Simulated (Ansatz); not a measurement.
**FH₅OSSi₂: one species, many methods**

Aim: compute FH₅OSSi₂ with functionals from several rungs and with coupled cluster. The yardstick is the atomisation energy at the CCSD(T) limit.

Computed with Ansatz 0.2.0, Gaussian basis. Level: functionals in def2-TZVPP, the program's frozen cores in correlated methods.

Levels to be run: PBE-D4, r2SCAN-D4, PBE0-D4, B3LYP-D4, ωB97X-V, ωB97M-V, B2PLYP; CCSD(T)/def2-TZVPP; MP2/def2-QZVPP; extrapolation to the limit.

## 1. Structure used throughout

An earlier PBE0-D4 in a triple-zeta def2 set relaxation fixed the geometry.

SMILES `O[Si](F)([SiH3])S`, 10 atoms, charge 0, spin multiplicity 1.

Atoms are counted from 1 here; the program's logs count them from 0.

Bond lengths: O1–Si2 1.630 Å, O1–H6 0.960 Å, Si2–F3 1.601 Å, Si2–Si4 2.332 Å, Si2–S5 2.135 Å, Si4–H7 1.487 Å, Si4–H8 1.485 Å, Si4–H9 1.486 Å, S5–H10 1.344 Å. Angles: Si2–O1–H6 118.5°, O1–Si2–F3 111.2°, O1–Si2–Si4 108.1°, O1–Si2–S5 107.8°, F3–Si2–Si4 108.9°, F3–Si2–S5 106.6°, Si4–Si2–S5 114.3°, Si2–Si4–H7 108.4°, Si2–Si4–H8 109.0°, Si2–Si4–H9 111.1°, H7–Si4–H8 109.2°, H7–Si4–H9 109.3°, H8–Si4–H9 109.8°, Si2–S5–H10 93.3°.

## 2. PBE-D4 (GGA)

in.yaml

```yaml
crystal:
  periodic: [false, false, false]
  atoms:
    - {symbol: O, position_ang: [-1.867197, 0.306978, 0.659212]}
    - {symbol: Si, position_ang: [-0.260881, 0.030434, 0.643111]}
    - {symbol: F, position_ang: [0.497040, 0.956789, 1.706664]}
    - {symbol: Si, position_ang: [0.539348, 0.522368, -1.491667]}
    - {symbol: S, position_ang: [0.059315, -1.989222, 1.258149]}
    - {symbol: H, position_ang: [-2.371041, 0.036192, 1.430353]}
    - {symbol: H, position_ang: [2.001308, 0.253207, -1.518189]}
    - {symbol: H, position_ang: [-0.138638, -0.359052, -2.476276]}
    - {symbol: H, position_ang: [0.295129, 1.946288, -1.840542]}
    - {symbol: H, position_ang: [1.328715, -1.755180, 1.632084]}
basis:
  gaussian: {orbitals: def2-TZVPP}
hamiltonian: {xc: pbe, dispersion: d4}
output: {forces: true, orbitals: {seedname: orbitals}}
```

Launch:

```sh
$ ansatz run in.yaml --threads 4 --pin off --events-out ev --progress --plain --max-ram 10444MiB
```

After this run come: r2SCAN-D4 (meta-GGA); PBE0-D4 (hybrid); B3LYP-D4 (hybrid); ωB97X-V (range-separated); ωB97M-V (range-separated); B2PLYP (double hybrid); CCSD(T) in def2-TZVPP; MP2 in def2-QZVPP.

Before running them: what should the planned runs give, taken together? Wanted: atomisation energy, CCSD(T)/CBS; farthest; mean size of error, hybrid; mean size of error, range-separated; gap, smallest and largest; T1 diagnostic; triples share of the correlation energy.

The runs gave:

```
                               quantity                                 value
        atomisation energy, CCSD(T)/CBS                         3447.4 kJ/mol
 functionals within 17.2 kJ/mol (0.5 %)   PBE-D4, r2SCAN-D4, ωB97X-V, ωB97M-V
                               farthest                 B2PLYP (-73.3 kJ/mol)
             mean size of error, hybrid                           49.6 kJ/mol
    mean size of error, range-separated                            7.3 kJ/mol
              gap, smallest and largest  5.37 eV (PBE-D4), 11.86 eV (ωB97X-V)
                          T1 diagnostic                                0.0127
triples share of the correlation energy                                 3.5 %
```

What this shows: PBE-D4 is off by -5.2 kJ/mol. Double hybrids carry the basis error of their MP2 part in triple zeta, and no dispersion term here, so their miss is partly the set-up's. Misses under about 17.2 kJ/mol are within the doubt on the reference itself, which lacks core-valence correlation, relativity and higher excitations. Hartree-Fock recovers 72 % of the binding; the rest is correlation. Orbital gaps span 5.4 to 11.9 eV; exact exchange widens them.
